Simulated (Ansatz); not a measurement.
Working through a single point of LiC6 (distorted cell)

Computed with Ansatz 0.2.0, Python API.

The script reads `lic6.xyz`:
```text
7
Lattice="4.38203 0.0215 -0.03196 -2.1724 3.76466 0.0558 -0.02708 0.03896 3.68166" Properties=species:S:1:pos:R:3 pbc="T T T"
Li   -2.14192082    3.71518717    0.05722435
C     3.61917343    1.32075279    1.83782038
C     1.47433384    2.55099252    1.84215295
C     1.42564347    0.03725446    1.81185751
C    -1.44680344    2.54363319    1.86956876
C     0.73100895    1.27808299    1.87676775
C     2.88026205    0.03996205    1.83915310
```

Notebook, run cell by cell (the value of a cell's last expression is shown):

**Cell 1**
```python
import ansatz
from ase.data import atomic_numbers
import numpy as np
import spglib
```

**Cell 2**
```python
xtal = ansatz.Crystal.from_extxyz("lic6.xyz")

# settings of the run
job = xtal.calculation()
job = job.functional("pbesol", dispersion="d3bjatm")
job = job.pseudopotentials("nc")
job = job.kpoints(4)
job = job.occupations(ansatz.OccupationsMethod.FERMI_DIRAC, width=0.2).eigensolver("auto")
job = job.scf(extra_bands=8).band_table()
job = job.density_of_states(energy_step=0.1)
session = job.session()
planned = session.plan(threads=1)
done = planned.execute()
report = done.report
```
Output:
```text
DeckWarning: basis.ecutwfc = 1115.666836 eV, auto-derived from the records' recommended cutoffs: set by C (normal level)
```

**Cell 3**
```python
report["n_kpoints"], report["n_symmetry_ops"], report["n_pw"]
```
Output:
```text
(36, 1, 5137)
```

**Cell 4**
```python
report["converged"], report["free_energy_ev"]
```
Output:
```text
(True, -1176.0134697017845)
```

**Cell 5**
```python
sorted(key for key in report if key.endswith("_ev"))
```
Output:
```text
['eigenvalues_ev', 'energy_sigma0_ev', 'entropy_ts_ev', 'fermi_energy_ev', 'free_energy_ev',
 'gap_by_band_count_ev', 'harris_foulkes_ev', 'internal_energy_ev', 'lagrangian_above_aufbau_ev',
 'lagrangian_ev', 'lagrangian_sigma0_ev', 'loop_eigenvalues_ev', 'loop_fermi_energy_ev',
 'occupations_fermi_energy_ev', 'residual_norms_ev']
```

**Cell 6**
```python
print(f"free energy      {report['free_energy_ev']:.5f} eV")
print(f"per atom         {report['free_energy_ev'] / len(done.lattice.sites):.5f} eV")
print(f"SCF iterations   {report['n_iterations']}  (converged: {report['converged']})")
```
Output:
```text
free energy      -1176.01347 eV
per atom         -168.00192 eV
SCF iterations   9  (converged: True)
```

**Cell 7**
```python
spg_cell = (done.lattice.cell_ang, [s.position_frac for s in done.lattice.sites], [atomic_numbers[s.symbol] for s in done.lattice.sites])
# the group found depends on the tolerance
found = spglib.get_symmetry_dataset(spg_cell, symprec=1e-3)
print(found.international, found.number, "point group", found.pointgroup)
for site, letter, group in zip(done.lattice.sites, found.wyckoffs, found.site_symmetry_symbols):
    print(f"  {site.symbol:2s} Wyckoff {letter}  site symmetry {group}")
```
Output:
```text
P1 1 point group 1
  Li Wyckoff a  site symmetry 1
  C  Wyckoff a  site symmetry 1
  C  Wyckoff a  site symmetry 1
  C  Wyckoff a  site symmetry 1
  C  Wyckoff a  site symmetry 1
  C  Wyckoff a  site symmetry 1
  C  Wyckoff a  site symmetry 1
```

**Cell 8**
```python
print("band  energy (eV)  occupation, at k =", report["kpoints_frac"][0])
for band, (e, occ) in enumerate(zip(report["eigenvalues_ev"][0], report["occupations"][0]), start=1):
    print(f"{band:4d} {e:12.4f} {occ:9.4f}")
```
Output:
```text
band  energy (eV)  occupation, at k = [0.0, 0.0, 0.0]
   1     -38.6878    2.0000
   2     -12.2528    2.0000
   3      -5.9029    2.0000
   4      -5.7242    2.0000
   5      -5.4632    2.0000
   6      -5.2484    2.0000
   7      -3.4516    2.0000
   8      -3.1950    2.0000
   9      -0.1996    2.0000
  10       3.7598    2.0000
  11       4.0569    2.0000
  12       6.7284    1.9981
  13       6.9393    1.9945
  14       7.0816    1.9889
  15       7.3023    1.9668
  16       9.7485    0.0006
  17      14.1480    0.0000
  18      14.6592    0.0000
  19      15.2893    0.0000
  20      15.3682    0.0000
  21      16.3214    0.0000
  22      17.1925    0.0000
```

**Cell 9**
```python
dos = done.density_of_states()
energy = np.asarray(dos.energies_ev) - dos.fermi_ev
states, count = np.asarray(dos.spin_summed_g_bin_mean_per_ev), np.asarray(dos.spin_summed_integrated)
g_fermi = float(np.interp(0.0, energy, states))
print(f"g(E_F) = {g_fermi:.3f} states/eV per cell")
# Sommerfeld coefficient of bare band electrons: pi^2 k_B^2 g / 3
gamma = np.pi ** 2 / 3 * 8.617333e-5 ** 2 * g_fermi * 96485.33e3 / len(done.lattice.sites)
print(f"bare Sommerfeld coefficient {gamma:.2f} mJ/(mol of atoms K^2)")
for low, high in ((-10, -6), (-6, -3), (-3, 0), (0, 3)):
    print(f"states between {low} and {high} eV: {np.interp(high, energy, count) - np.interp(low, energy, count):.3f}")

print(job.to_python())
```
Output:
```text
g(E_F) = 0.984 states/eV per cell
bare Sommerfeld coefficient 0.33 mJ/(mol of atoms K^2)
states between -10 and -6 eV: 8.419
states between -6 and -3 eV: 4.959
states between -3 and 0 eV: 1.047
states between 0 and 3 eV: 3.285
(
    az.Lattice.of(((4.38203, 0.0215, -0.03196), (-2.1724, 3.76466, 0.0558), (-0.02708, 0.03896, 3.68166)))
    .atom("Li", (0.00044000125251134216, 0.9868500006750409, 0.0005900008154916474))
    .atom("C", (0.9975400007262598, 0.3399300010081434, 0.5026899997194083))
    .atom("C", (0.6710000013033302, 0.6686500007978822, 0.49604999918437137))
    .atom("C", (0.3298299987616751, 0.0028899988444218722, 0.4949499994092079))
    .atom("C", (0.005299999695038204, 0.6704800002182412, 0.4976899996137817))
    .atom("C", (0.33471000056597666, 0.3323300006292636, 0.5076300004842859))
    .atom("C", (0.6612100000268952, 0.001610000738096966, 0.5052600005322799))
    .calculation()
    .kpoints(4, 4, 4)
    .functional("pbesol", dispersion="d3bjatm")
    .pseudopotentials(kind="nc")
    .scf(extra_bands=8)
    .occupations(method="fermi_dirac", width=0.2)
    .eigensolver(kind="auto")
    .density_of_states(energy_step=0.1)
    .band_table(publish=True)
)
```

Notes:
- These settings explore the input space; cutoff and mesh may be short of convergence.
- Dispersion corrections can be off by several per cent in the lattices of metals, and by several GPa in the pressure at a fixed cell.
- For a metal this k-point mesh is coarse: on a finer one energies can move by several to tens of meV an atom and pressures by half a GPa or more, differences at one mesh by less.
- The smearing is wide enough that free energy and stress hold a thermal part of the electrons.
- A gap by band count of zero or less means overlapping bands, a metal, and at an odd count of electrons it is no gap at all.
- The cell is a database structure, distorted on purpose.
- Gaps and levels are Kohn-Sham values on a finite set of k-points.
- Warnings are shown shortened and without file and line.
- The computed bands are complete only to about 6.4 eV above the Fermi level; beyond that the density of states is undercounted.
- It ran for 22 s on 1 thread of Arm Neoverse V1, on a shared host, peak memory 0.45 GiB.

(Lines on the test bed's own set-up are left out of the output.)
